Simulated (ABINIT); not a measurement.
AlSi2Cl:

```
Al Si Cl
1.0
     3.80282    0.00000    0.00000
    -1.90141    3.29334    0.00000
     0.00000    0.00000    4.98986
Al Si Cl
1 2 1
Direct
  0.66667 0.33333 0.50000
  0.00000 0.00000 0.74682
  0.00000 0.00000 0.25318
  0.33333 0.66667 0.00000
```

The cell was built by a generator and needn't be a form met in nature.

Base run:

```yaml
Program: ABINIT 10.8.3 (patched build)
Functional: PBE
Potentials_or_basis: PseudoDojo NC SR PBE v0.4.1 standard
Cutoff: 599 eV
k_mesh: 6 × 6 × 4
Occupations: fermi-dirac, width 0.05 eV
Spin: no spin polarisation
```

Its results: band gap on the k mesh none (metal or under the smearing width); pressure 21.0 GPa; largest force 0.825 eV/Å.

**Question.** The run is repeated on the same cell with these changes: functional from PBE to LDA; potentials or basis from PseudoDojo NC SR PBE v0.4.1 standard to PseudoDojo NC SR LDA v0.4 stringent; cutoff from 599 eV to 653 eV. What comes out?

**Answer.** Band gap on the k mesh none (metal or under the smearing width); pressure 15.7 GPa; largest force 0.794 eV/Å.

Caveats: so large a pressure means that the cell lies far from this level's equilibrium, or that cutoff or potentials fall short; the cutoff is short for stress, so the pressure is rough (some runs).
